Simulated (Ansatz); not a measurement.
# C2H7AlSi: the cost of one run

Computed with Ansatz 0.2.0, Gaussian basis. Level: the settings change from run to run.

### Step 1. The geometry

An earlier PBE0-D4 in a triple-zeta def2 set relaxation fixed the geometry.

SMILES `C[CH]1[AlH][SiH2]1`, 11 atoms, charge 0, spin multiplicity 1.

Atoms are counted from 1 here; the program's logs count them from 0.

Bond lengths: C1–C2 1.514 Å, C1–H5 1.095 Å, C1–H6 1.093 Å, C1–H7 1.094 Å, C2–Al3 1.950 Å, C2–Si4 1.917 Å, C2–H8 1.113 Å, Al3–Si4 2.328 Å, Al3–H9 1.584 Å, Si4–H10 1.491 Å, Si4–H11 1.492 Å. Angles: C2–C1–H5 112.2°, C2–C1–H6 110.6°, C2–C1–H7 112.0°, H5–C1–H6 107.1°, H5–C1–H7 107.6°, H6–C1–H7 107.1°, C1–C2–Al3 139.8°, C1–C2–Si4 125.6°, C1–C2–H8 111.2°, Al3–C2–Si4 74.0°, Al3–C2–H8 94.4°, Si4–C2–H8 103.1°, C2–Al3–Si4 52.3°, C2–Al3–H9 142.8°, Si4–Al3–H9 164.9°, C2–Si4–Al3 53.6°, C2–Si4–H10 119.8°, C2–Si4–H11 110.5° and more.

### Step 2. wB97M-V/cc-pVTZ-DK

File in.yaml:

```yaml
crystal:
  periodic: [false, false, false]
  atoms:
    - {symbol: C, position_ang: [-0.880396, 1.268387, -0.090213]}
    - {symbol: C, position_ang: [-0.072554, 0.022589, -0.383983]}
    - {symbol: Al, position_ang: [1.782121, -0.527492, -0.630997]}
    - {symbol: Si, position_ang: [0.210900, -1.436004, 0.826789]}
    - {symbol: H, position_ang: [-1.947216, 1.051853, 0.029912]}
    - {symbol: H, position_ang: [-0.542016, 1.737067, 0.837207]}
    - {symbol: H, position_ang: [-0.782557, 2.016210, -0.883039]}
    - {symbol: H, position_ang: [-0.434700, -0.482752, -1.306910]}
    - {symbol: H, position_ang: [3.104139, -0.181327, -1.432379]}
    - {symbol: H, position_ang: [-0.732132, -2.591200, 0.829917]}
    - {symbol: H, position_ang: [0.359711, -0.934227, 2.224295]}
basis:
  gaussian: {orbitals: cc-pVTZ-DK}
hamiltonian: {xc: {name: wB97M-V}}
output: {forces: true}
```

Command:

```console
$ ansatz run in.yaml --threads 2 --pin off --events-out ev --progress --plain --max-ram 4352MiB
```

What time and memory should one allow on 2 threads of Arm Neoverse V1, shared host?

About 19 s, with a peak of 0.78 GiB.
